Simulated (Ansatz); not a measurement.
# WGe (triplet): the correlation ladder, def2-SVP

One table from this session's results is given with a row withheld; the runs are named, their logs left out.

Computed with Ansatz 0.2.0, Gaussian basis. Level: def2-SVP, core rule «outside noble gas», up to 18 orbitals frozen.

The runs, in order: UHF; CCSD(T) on ROHF; CCSD(T) on UHF; CISD; CCSDT(Q) on ROHF; CCSDT(Q) on UHF.

12 further runs of the same task are left out: 6 for a known fault of the program, 1 that didn't finish, 5 set aside as unsound or not needed.

## What is computed

The geometry is a PBE0/def2-TZVP stationary point (not a proven minimum) of the parent state, kept for this charge and spin. No spin-orbit coupling is included. Elements past krypton take def2 core potentials. The filled d shell of Ge may be among the frozen orbitals whatever the setting's name suggests; the logs give the count.

2 atoms, charge 0, spin multiplicity 3.

Atoms are counted from 1 here; the program's logs count them from 0.

Bond lengths: W1–Ge2 2.245 Å.

Set-up of the first run:

Contents of in.yaml:

```yaml
crystal:
  periodic: [false, false, false]
  atoms:
    - {symbol: W, position_ang: [0.000000, 0.000000, 0.000000]}
    - {symbol: Ge, position_ang: [0.000000, 0.000000, 2.245375]}
basis:
  gaussian: {orbitals: def2-SVP}
magnetization: {spin_polarized: true, initial_magnetization: 2}
hamiltonian: {xc: hf}
output: {orbitals: {seedname: orbitals}}
```

On the command line:

```bash
$ ansatz run in.yaml --threads 1 --pin off --events-out ev --progress --plain --max-ram 2393MiB
```

Among the steps run: UHF; CCSD(T) on ROHF; CCSD(T) on UHF; CISD; CCSDT(Q) on ROHF; CCSDT(Q) on UHF.

One table of the session follows, with a row left open; its other results are not shown here.

```
   method  from RCCSDT(Q) (kJ/mol)
     ROHF                        ?
     RMP2                    +39.0
     UMP2                   +173.4
    RCCSD                    +58.5
    UCCSD                    +50.8
 RCCSD(T)                    +11.1
 UCCSD(T)                    +16.5
   RCCSDT                    +10.5
   UCCSDT                     +5.8
RCCSDT(Q)                        0
UCCSDT(Q)                     -1.3
```

Estimate the missing values for ROHF.

**Answer.** from RCCSDT(Q) (kJ/mol): +712.9. In the column «from RCCSDT(Q) (kJ/mol)» it is the highest.

Not comparable, so not listed: CISD (they don't share determinant, frozen orbitals or solution with the rows shown, or repeat one).

Left out of the table: UHF (another determinant or state than the rows shown).

Caveats from the session: The determinant is far from a pure spin state, so its energy mixes those of several spin states (harmless only where they are near-degenerate, as at dissociation). Warnings: spin contamination; coupled cluster took another determinant than the lowest; large T1 diagnostic. Restricted and unrestricted rows rest on different reference determinants; where their highest levels disagree by more than a few hundredths of an eV, they describe different states and don't form one ladder.
